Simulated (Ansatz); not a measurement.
# CH3Cl3SSi: small, medium and large basis sets

Aim: see how fast density functionals converge with the basis set for CH3Cl3SSi.

The runs use Ansatz 0.2.0, Gaussian basis; one geometry, several basis sets.

The runs, in order: PBE0-D4/def2-SVP; ωB97M-V/def2-SVP; PBE0-D4/def2-QZVPP; ωB97M-V/def2-QZVPP; the functionals' def2-TZVPP values are taken from earlier runs.

## Step 1: Structure used throughout

The geometry comes from an earlier relaxation with PBE0-D4 in a triple-zeta def2 set; it is a stationary point, not always the lowest conformer.

SMILES `CS[Si](Cl)(Cl)Cl`, 9 atoms, charge 0, spin multiplicity 1.

Atoms are counted from 1 here; the program's logs count them from 0.

Bond lengths: C1–S2 1.818 Å, C1–H7 1.089 Å, C1–H8 1.089 Å, C1–H9 1.089 Å, S2–Si3 2.093 Å, Si3–Cl4 2.039 Å, Si3–Cl5 2.027 Å, Si3–Cl6 2.039 Å. Angles: S2–C1–H7 110.9°, S2–C1–H8 110.9°, S2–C1–H9 105.9°, H7–C1–H8 110.5°, H7–C1–H9 109.3°, H8–C1–H9 109.3°, C1–S2–Si3 99.4°, S2–Si3–Cl4 112.1°, S2–Si3–Cl5 107.0°, S2–Si3–Cl6 112.1°, Cl4–Si3–Cl5 109.6°, Cl4–Si3–Cl6 106.4°, Cl5–Si3–Cl6 109.6°.

## Step 2: PBE0-D4 in def2-SVP

File in.yaml:

```yaml
crystal:
  periodic: [false, false, false]
  atoms:
    - {symbol: C, position_ang: [-0.036772, -1.321230, 0.863544]}
    - {symbol: S, position_ang: [1.208679, -0.591718, -0.241325]}
    - {symbol: Si, position_ang: [0.181920, 1.137881, -0.821124]}
    - {symbol: Cl, position_ang: [-1.579877, 0.709376, -1.753478]}
    - {symbol: Cl, position_ang: [1.394648, 2.149216, -2.092632]}
    - {symbol: Cl, position_ang: [-0.281972, 2.325811, 0.769640]}
    - {symbol: H, position_ang: [-0.246921, -0.659143, 1.702151]}
    - {symbol: H, position_ang: [-0.951637, -1.550021, 0.319104]}
    - {symbol: H, position_ang: [0.400433, -2.246374, 1.236919]}
basis:
  gaussian: {orbitals: def2-SVP}
hamiltonian: {xc: pbe0, dispersion: d4}
output: {orbitals: {seedname: orbitals}}
```

Started as:

```sh
$ ansatz run in.yaml --threads 4 --pin off --events-out ev --progress --plain --max-ram 11315MiB
```

After this run come: ωB97M-V in def2-SVP; PBE0-D4 in def2-QZVPP; ωB97M-V in def2-QZVPP.

Before running them: what should the planned runs give, taken together? Wanted: PBE0-D4: double and triple zeta above quadruple; ωB97M-V: double and triple zeta above quadruple.

**Answer**, as computed:

| quantity | value |
| --- | --- |
| PBE0-D4: double and triple zeta above quadruple | 22.65, 1.75 eV |
| ωB97M-V: double and triple zeta above quadruple | 22.43, 1.66 eV |

**Reading.** For PBE0-D4 the step from double to triple zeta gains 20.91 eV and the next only 1.75 eV. These are total energies; as a rule much of such shifts cancels in differences, which this series doesn't test. The LUMO of ωB97M-V is positive and keeps falling with the basis (1.98 to 1.15 eV): an unbound level that the basis holds in place.
